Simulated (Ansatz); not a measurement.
Working through a check of PAW against all-electron LAPW of Cu, space group P6_3/mmc

With Ansatz 0.2.0, Python API.

The script reads `POSCAR`:
```text
Cu
1.0
   2.53409667    0.00000000    0.00000000
  -1.26704833    2.19459209    0.00000000
   0.00000000    0.00000000    4.11257100
Cu
2
Direct
   0.33333333    0.66666667    0.25000000
   0.66666667    0.33333333    0.75000000
```

Interactive session:
```pycon
>>> import ansatz as az
>>> from ase.io import read
>>> import numpy as np
>>> params = {
...     "kgrid": (14, 14, 7),
...     "filling": "Fermi-Dirac",
...     "sigma": 0.05,
...     "xc": "lda",
... }
>>> def count_gap(report):
...     # lowest empty less highest filled band, counting bands; zero where they overlap
...     return max(report.get("gap_by_band_count_ev") or 0.0, 0.0)
...
>>> atoms = read("POSCAR", format="vasp")
>>> structure = az.Crystal.from_ase(atoms)
>>> structure.resolved().sites[-1]
Site(symbol='Cu', position=(0.66666667, 0.33333333, 0.75), moment=None, axis=None, held=None, saved=None)
>>> job = structure.calculation()
>>> job = job.kpoints(*params["kgrid"])
>>> job = job.occupations(params["filling"], width=params["sigma"])
>>> job = job.functional(params["xc"])
>>> job = job.stress()
>>> job = job.forces()
>>> job = job.band_table()
>>> variants = {
...     "PAW": job.pseudopotentials("paw"),
...     "LAPW": job.pseudopotentials("all_electron", lapw=True),
... }
>>> # totals differ by the cores that each treatment holds, so compare what does not depend on them
>>> rows = []
>>> for label, variant in variants.items():
...     r = variant.run().report
...     levels = np.array(r["eigenvalues_ev"][0]) - r["fermi_energy_ev"]
...     print(label, "levels at the first k-point near E_F:", np.round(levels[np.abs(levels) < 5], 3))
...     rows.append((label, r["n_electrons"], np.trace(r["stress_gpa"]) / 3, count_gap(r)))
...
DeckWarning: basis.ecutwfc = 420 eV, auto-derived from the records' recommended cutoffs: set by Cu (normal level)
PAW levels at the first k-point near E_F: [-3.071 -3.024 -3.024 -2.797 -2.797 -2.515 -2.515 -1.695 -1.695 -1.01
  4.012]
LAPW levels at the first k-point near E_F: [-3.07  -3.024 -3.024 -2.797 -2.797 -2.514 -2.514 -1.696 -1.696 -1.008
  4.011]
>>> print("     treatment  electrons in bands           P GPa  gap by band count eV")
     treatment  electrons in bands           P GPa  gap by band count eV
>>> for row in rows:
...     print(f"{str(row[0]):>14s}  {row[1]:18.1f}  {row[2]:14.3f}  {row[3]:20.3f}")
...
           PAW                38.0          -7.934                 0.000
          LAPW                38.0          -7.970                 0.000
```

PAW gives -7.934 GPa and LAPW -7.970 GPa, 0.036 GPa apart. They took 2.3 and 21.1 s of processor time.

Caveats:
- The mesh is modest for a metal, so energies can be off by several to tens of meV an atom and pressures by half a GPa or more; differences at equal mesh fare better.
- A gap by band count of zero or less means overlapping bands, a metal.
- At these settings the cell as given stands under about -8 GPa, so it isn't at this functional's equilibrium volume.
- This isn't the structure that Cu takes at ambient conditions.
- Levels are Kohn-Sham eigenvalues on this mesh.
- Warnings are shown shortened and without file and line.
- Pressure is positive in compression; the treatments may keep other shells as core, so totals and counts of electrons can differ.
- Finished in 28 s on 1 thread of Intel(R) Xeon(R) Processor @ 2.30GHz, with other jobs on the host, peak memory 0.77 GiB.
